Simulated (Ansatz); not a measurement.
# Cu5Ni8Ag3: the cost of one run

All numbers below are computed with Ansatz 0.2.0 (DFT PBE, scalar-relativistic, plane waves, PAW).

## 1. Starting point

The cell holds 16 atoms (Ag3Cu5Ni8): a = 6.387 Å, b = 6.387 Å, c = 6.387 Å, α = 109.47°, β = 109.47°, γ = 109.47°.

The sites of an ideal fcc lattice, at a guessed lattice constant, take 3 Ag, 5 Cu, 8 Ni (sublattices apart by semicolons), with a shake of 0.02 Å. Warren-Cowley parameters of the first shell (negative: unlike neighbours preferred): Ag-Cu -0.07, Ag-Ni +0.00, Cu-Ni +0.00. In a cell this small the draw can fall short of the order aimed at.

As a file:

```cif
data_structure
_symmetry_space_group_name_H-M 'P 1'
_symmetry_Int_Tables_number 1
_cell_length_a 6.3873
_cell_length_b 6.3873
_cell_length_c 6.3873
_cell_angle_alpha 109.471
_cell_angle_beta 109.471
_cell_angle_gamma 109.471
_cell_volume 200.60
loop_
_atom_site_label
_atom_site_type_symbol
_atom_site_fract_x
_atom_site_fract_y
_atom_site_fract_z
_atom_site_occupancy
Ni1 Ni 0.00302 0.24933 0.75251 1
Ni2 Ni 0.75382 0.49833 0.75174 1
Ni3 Ni 0.25039 0.25187 0.50347 1
Ni4 Ni 0.99300 0.49674 0.49732 1
Ni5 Ni 0.74861 0.00220 0.24600 1
Ni6 Ni 0.50018 0.24915 0.25127 1
Ni7 Ni 0.75188 0.25444 0.00081 1
Ni8 Ni 0.50160 0.49990 0.00269 1
Cu1 Cu 0.24164 0.99379 0.74530 1
Cu2 Cu 0.50018 0.75052 0.75162 1
Cu3 Cu 0.99875 0.99636 0.99178 1
Cu4 Cu 0.99730 0.74630 0.25059 1
Cu5 Cu 0.24719 0.74425 0.99810 1
Ag1 Ag 0.49830 0.99828 0.49456 1
Ag2 Ag 0.74963 0.74698 0.50326 1
Ag3 Ag 0.24746 0.50204 0.24938 1
```

## 2. Relaxation without symmetry, coarse mesh

A cheap relaxation: coarse mesh, no symmetry, loose thresholds.

Input file input.yaml:

```yaml
crystal:
  lattice:
    - [-3.68771186, 3.68771186, -3.68771186]
    - [3.68771186, 3.68771186, 3.68771186]
    - [3.68771186, -3.68771186, -3.68771186]
  atoms:
    - { symbol: Ni, position: [0.0030157461, 0.2493285138, 0.7525055293], spin: 2.0 }
    - { symbol: Ni, position: [0.7538244086, 0.4983277446, 0.7517419196], spin: 2.0 }
    - { symbol: Ni, position: [0.2503876674, 0.251870554, 0.5034650475], spin: 2.0 }
    - { symbol: Ni, position: [0.9929973642, 0.4967443358, 0.4973186644], spin: 2.0 }
    - { symbol: Ni, position: [0.7486129782, 0.0021998396, 0.2459967971], spin: 2.0 }
    - { symbol: Ni, position: [0.5001795429, 0.2491465386, 0.2512651398], spin: 2.0 }
    - { symbol: Ni, position: [0.7518822494, 0.2544426712, 0.0008077876], spin: 2.0 }
    - { symbol: Ni, position: [0.5016012744, 0.4999036634, 0.0026875905], spin: 2.0 }
    - { symbol: Cu, position: [0.2416352092, 0.9937886012, 0.7452966024] }
    - { symbol: Cu, position: [0.5001814909, 0.7505151801, 0.7516216824] }
    - { symbol: Cu, position: [0.9987480679, 0.9963580156, 0.9917792087] }
    - { symbol: Cu, position: [0.9973015981, 0.7462957743, 0.2505947153] }
    - { symbol: Cu, position: [0.2471866435, 0.7442500531, 0.9980960822] }
    - { symbol: Ag, position: [0.4983028428, 0.9982802526, 0.4945586638] }
    - { symbol: Ag, position: [0.7496340681, 0.7469767687, 0.503259593] }
    - { symbol: Ag, position: [0.2474583929, 0.5020372382, 0.2493814044] }
  symmetry: { detect: false }
basis:
  ecutwfc: 420
kpoints:
  mp_grid: { grid: [3, 3, 3], shift: [0.0, 0.0, 0.0] }
hamiltonian:
  xc: pbe
scf:
  occupations: { method: gaussian, width: 0.1 }
  lower_state_search: "off"
output:
  forces: true
  stress: true
  eigenvalues: true
  populations: true
magnetization:
  spin_polarized: true
relax:
  adjacent_minimum: "off"
  f_tol: 0.04
  max_steps: 50
  cell: { stress_tol: 0.3 }
```

The run is started by

```
$ ansatz run input.yaml --threads 4 --pin off --max-ram 9216MiB --backend cpu --events-out ev --progress --plain --runs-dir out
```

**Question.** How long does this run take on 4 threads of Intel Xeon 6975P-C (Granite Rapids), shared host, and how much memory does it need?

About 4.7 min, with a peak of 1.6 GiB.
